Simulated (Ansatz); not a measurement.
# TiZn3 (database structure): how the settings move a single-point run

Aim: see which settings change the result for TiZn3 (database structure), by how much, and at what cost.

Method: reference: DFT r2SCAN+U, plane waves, PAW, scalar-relativistic, no spin polarisation, in Ansatz 0.2.0.

1 further run of the same task is left out (for a known fault of the program).

### 1 Starting point

The structure is cubic, space group Pm-3m (No. 221). The conventional cell has a = 3.055 Å, b = 3.055 Å, c = 3.055 Å, α = 90.00°, β = 90.00°, γ = 90.00°. Around Ti (site symmetry m-3m) lie 12 Zn at 2.16 Å. Around Zn (site symmetry 4/mmm) lie 4 Ti at 2.16 Å and 8 Zn at 2.16 Å.

Structure file:

```cif
data_structure
_symmetry_space_group_name_H-M 'Pm-3m'
_symmetry_Int_Tables_number 221
_cell_length_a 3.0553
_cell_length_b 3.0553
_cell_length_c 3.0553
_cell_angle_alpha 90.000
_cell_angle_beta 90.000
_cell_angle_gamma 90.000
_cell_volume 28.52
loop_
_atom_site_label
_atom_site_type_symbol
_atom_site_symmetry_multiplicity
_atom_site_Wyckoff_symbol
_atom_site_fract_x
_atom_site_fract_y
_atom_site_fract_z
_atom_site_occupancy
Ti1 Ti 1 a 0.00000 0.00000 0.00000 1
Zn1 Zn 3 c 0.00000 0.50000 0.50000 1
```

### 2 Reference

File input.yaml:

```yaml
crystal:
  lattice:
    - [3.055311, 0.0, 0.0]
    - [0.0, 3.055311, 0.0]
    - [0.0, 0.0, 3.055311]
  atoms:
    - { symbol: Ti, position: [0.0, 0.0, 0.0] }
    - { symbol: Zn, position: [0.0, 0.5, 0.5] }
    - { symbol: Zn, position: [0.5, 0.0, 0.5] }
    - { symbol: Zn, position: [0.5, 0.5, 0.0] }
  symmetry: { tolerance: 0.0003 }
kpoints:
  mp_grid: { grid: [6, 6, 6], shift: [0, 0, 0] }
magnetization:
  spin_polarized: false
scf:
  occupations: { method: methfessel_paxton, width: 0.0653 }
hamiltonian:
  pseudopotentials: { kind: paw }
  xc: r2scan
  hubbard:
    projectors: all-electron-ortho-atomic
    sites: [{ species: Ti, l: d, u_eff: 3.89 }]
basis:
  ecutwfc: 500
output:
  forces: true
  stress: true
  eigenvalues: true
  write_density: true
  write_potential: true
  elf: true
  volumetric_format: npy
```

Launch:

```
$ ansatz run input.yaml --threads 1 --pin off --max-ram 2560MiB --backend cpu --events-out ev --progress --plain --runs-dir out
```

### 3 Variant: symmetry.detect false, xc_grid 3, tolerance left out

input.yaml: that of step 2 with these lines changed.

```diff
@@ -10,3 +10,3 @@
     - { symbol: Zn, position: [0.5, 0.5, 0.0] }
-  symmetry: { tolerance: 0.0003 }
+  symmetry: { detect: false }
 kpoints:
@@ -25,2 +25,3 @@
   ecutwfc: 500
+  xc_grid: 3
 output:
@@ -29,5 +30 @@
   eigenvalues: true
-  write_density: true
-  write_potential: true
-  elf: true
-  volumetric_format: npy
```

### 4 Changing settings: chi_scale 0.3, ecutrho_ratio 6

input.yaml: that of step 2 with these lines changed.

```diff
@@ -17,2 +17,3 @@
   occupations: { method: methfessel_paxton, width: 0.0653 }
+  initial_density: { chi_scale: 0.3 }
 hamiltonian:
@@ -25,2 +26,3 @@
   ecutwfc: 500
+  ecutrho_ratio: 6
 output:
@@ -29,5 +31 @@
   eigenvalues: true
-  write_density: true
-  write_potential: true
-  elf: true
-  volumetric_format: npy
```

### 5 Changed: occupations.method gaussian, occupations.width 0.001

input.yaml: that of step 2 with these lines changed.

```diff
@@ -16,3 +16,3 @@
 scf:
-  occupations: { method: methfessel_paxton, width: 0.0653 }
+  occupations: { method: gaussian, width: 0.001 }
 hamiltonian:
@@ -29,5 +29 @@
   eigenvalues: true
-  write_density: true
-  write_potential: true
-  elf: true
-  volumetric_format: npy
```

Before running it: what results should come out? Wanted: for each run, ending; energy change; pressure; gap; force.

As calculated:

```
                                                    run     ending       energy change  pressure (GPa)  gap (eV)  force (eV/Å)  cycles   time
                                              reference  converged                   0           402.0      0.00          0.00      10  3.9 s
1: symmetry.detect false, xc_grid 3, tolerance left out  converged       +0.1 meV/atom           402.0      0.00          0.00      11   27 s
                      2: chi_scale 0.3, ecutrho_ratio 6  converged        0.0 meV/atom           402.0      0.00          0.00      10  3.5 s
3: occupations.method gaussian, occupations.width 0.001  converged  0.0 meV/atom (σ→0)           401.7      0.00          0.00      10  4.7 s
```

Times don't compare one to one where runs were asked for different outputs or read a saved state (see the inputs); cycles may leave out searches for a lower state.

Residual by cycle in the longest SCF loop of each run; runs are numbered as in the table. The quantity is the density residual dr2, in eV.

```
cycle  reference   run 1    run 2   run 3
    1       11.1    11.1     15.5    11.1
    2      0.653   0.653     1.23   0.649
    3      0.793   0.793     1.06   0.799
    4     0.0362  0.0362   0.0575  0.0375
    5     0.0148  0.0147   0.0291  0.0131
    6     5.7e-4  5.7e-4  0.00105  3.5e-4
    7     3.7e-4  3.8e-4   7.6e-4  1.9e-4
    8     1.3e-5  2.8e-5   2.2e-5  2.8e-6
    9     7.9e-7  1.2e-5   2.7e-6  6.8e-7
   10     3.4e-8  1.5e-6   6.3e-8  1.0e-8
   11          -  6.2e-8        -       -
```

**Reading.** The pressure spans 401.7 to 402.0 GPa over the reference and the converged variants. Of the variants the dearest is «symmetry.detect false, xc_grid 3, tolerance left out» (27 s), the cheapest «chi_scale 0.3, ecutrho_ratio 6» (3.5 s), on a shared host. The structure is not at rest: the sound run finds 402 GPa, so these are no properties of the relaxed crystal. 

The reference has limits of its own: it is run without spin, though an odd electron count or open d shells could carry moments; its mesh is coarse for a cell with so small a gap or none.
